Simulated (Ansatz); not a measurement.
**C2H6AlGaO: up Jacob's ladder to CCSD(T)**

An exercise on one series of results from a longer session: the logs are not shown, and one member is left open.

Program: Ansatz 0.2.0, Gaussian basis. Level of theory: functionals in def2-TZVPP, the program's frozen cores in correlated methods. These are calculated values, not measurements.

Plan: PBE-D4, r2SCAN-D4, PBE0-D4, B3LYP-D4, ωB97X-V, ωB97M-V, B2PLYP; CCSD(T)/def2-TZVPP; MP2/def2-QZVPP; extrapolation to the limit.

## The relaxed structure

All runs share one geometry, relaxed beforehand with PBE0-D4 in a triple-zeta def2 set.

11 atoms, charge 0, spin multiplicity 1.

Atoms are counted from 1 here; the program's logs count them from 0.

Bond lengths: Al1–O2 1.828 Å, Al1–C3 1.922 Å, Al1–Ga5 2.663 Å, Al1–H6 1.572 Å, Al1–H7 1.731 Å, O2–C3 1.542 Å, O2–Ga5 1.991 Å, C3–C4 1.514 Å, C3–H8 1.089 Å, C4–Ga5 1.978 Å, C4–H9 1.090 Å, C4–H10 1.095 Å, Ga5–H7 1.854 Å, Ga5–H11 1.549 Å. Angles: O2–Al1–C3 48.5°, O2–Al1–Ga5 48.4°, O2–Al1–H6 130.0°, O2–Al1–H7 90.8°, C3–Al1–Ga5 61.5°, C3–Al1–H6 146.2°, C3–Al1–H7 96.9°, Ga5–Al1–H6 149.1°, Ga5–Al1–H7 43.8°, H6–Al1–H7 116.6°, Al1–O2–C3 68.9°, Al1–O2–Ga5 88.3°, C3–O2–Ga5 85.9°, Al1–C3–O2 62.6°, Al1–C3–C4 117.4°, Al1–C3–H8 124.6°, O2–C3–C4 104.2°, O2–C3–H8 107.8° and more.

The first run:

Contents of in.yaml:

```yaml
crystal:
  periodic: [false, false, false]
  atoms:
    - {symbol: Al, position_ang: [-1.544536, -0.030646, 0.601288]}
    - {symbol: O, position_ang: [-0.257010, -1.272532, 0.222897]}
    - {symbol: C, position_ang: [0.328525, -0.093564, 1.026294]}
    - {symbol: C, position_ang: [1.285733, 0.573499, 0.061055]}
    - {symbol: Ga, position_ang: [0.205838, -0.212423, -1.397267]}
    - {symbol: H, position_ang: [-3.011952, -0.224656, 1.131110]}
    - {symbol: H, position_ang: [-1.375237, 0.659803, -0.976484]}
    - {symbol: H, position_ang: [0.739923, -0.492701, 1.952156]}
    - {symbol: H, position_ang: [1.330775, 1.660284, 0.128366]}
    - {symbol: H, position_ang: [2.300849, 0.164614, 0.099152]}
    - {symbol: H, position_ang: [0.062293, -0.788878, -2.828066]}
basis:
  gaussian: {orbitals: def2-TZVPP}
hamiltonian: {xc: pbe, dispersion: d4}
output: {forces: true, orbitals: {seedname: orbitals}}
```

Started as:

```console
$ ansatz run in.yaml --threads 4 --pin off --events-out ev --progress --plain --max-ram 10444MiB
```

Among the steps run: PBE-D4 (GGA); r2SCAN-D4 (meta-GGA); PBE0-D4 (hybrid); B3LYP-D4 (hybrid); ωB97X-V (range-separated); ωB97M-V (range-separated); B2PLYP (double hybrid); CCSD(T) in def2-TZVPP; MP2 in def2-QZVPP.

One table of the session follows, with a row left open; its other results are not shown here.

| method | atomisation energy (kcal/mol) |
| --- | --- |
| PBE-D4 | 902.3 |
| r2SCAN-D4 | 896.1 |
| PBE0-D4 | 887.4 |
| B3LYP-D4 | 879.5 |
| ωB97X-V | 892.5 |
| ωB97M-V | 889.2 |
| B2PLYP | 874.6 |
| HF/def2-TZVPP | 630.0 |
| MP2/def2-TZVPP | ? |
| CCSD/def2-TZVPP | 855.4 |
| CCSD(T)/def2-TZVPP | 871.3 |
| MP2/CBS | 908.7 |
| CCSD(T)/CBS | 892.1 |

Q: Estimate the row for MP2/def2-TZVPP from the others.

The run gave: atomisation energy (kcal/mol): 887.9. In the column «atomisation energy (kcal/mol)» it lies between PBE0-D4 (887.4) and ωB97M-V (889.2).
